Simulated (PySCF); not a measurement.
# C5H8Si: the cost of one run

Programs: PySCF 2.14.0, with density-fitted response routines of our own. Each step states its level of theory. These are calculated values for one molecule in the gas phase, unless marked as measured. Atoms count from 0, in the outputs and in this text.

## 1. Starting geometry

14 atoms, charge 0, multiplicity 1; geometry from: GFN2-xTB. The atoms were then displaced at random by about 0.01 Å, so the start is not that level's minimum.

Bonds of the start (Å): C0–C1 1.34, C1–C2 1.42, C2–C3 1.15, C3–C4 1.48, C4–Si5 1.92, C0–H6 1.07, C0–H7 1.08, C1–H8 1.11, C4–H9 1.11, C4–H10 1.08, Si5–H11 1.46, Si5–H12 1.46, Si5–H13 1.47.

## 2. Optimising the geometry at PBE0-D3(BJ)/def2-SVP

The job: settings as JSON, then the geometry in Å.

```
{"job": {"xc": "PBE0", "basis": "def2-SVP", "d3": "d3bj", "grid": 1, "shake": 0.01, "kind": "geom"}, "charge": 0, "multiplicity": 1}
C      3.213120     0.564150    -0.106980
C      2.280930     0.585900     0.859050
C      0.991160     0.000170     0.736230
C     -0.042530    -0.509080     0.664150
C     -1.388370    -1.104700     0.555960
Si    -2.675330     0.182690    -0.056780
H      3.007060     0.124520    -1.063790
H      4.172060     1.057270     0.011030
H      2.494430     1.063280     1.836200
H     -1.686270    -1.480580     1.556840
H     -1.357190    -1.951880    -0.109510
H     -3.963010    -0.499720    -0.108110
H     -2.305690     0.652360    -1.393210
H     -2.747540     1.300540     0.891190
```

The run is started by

```console
> OMP_NUM_THREADS=1 python probes_run.py task.json out
```

The driver reads the jobs from task.json and runs them one after another.

Q: Estimate the wall time and peak memory of this first job on 1 thread of Arm Neoverse V2, shared host.

About 49 s, with a peak of 0.52 GiB.
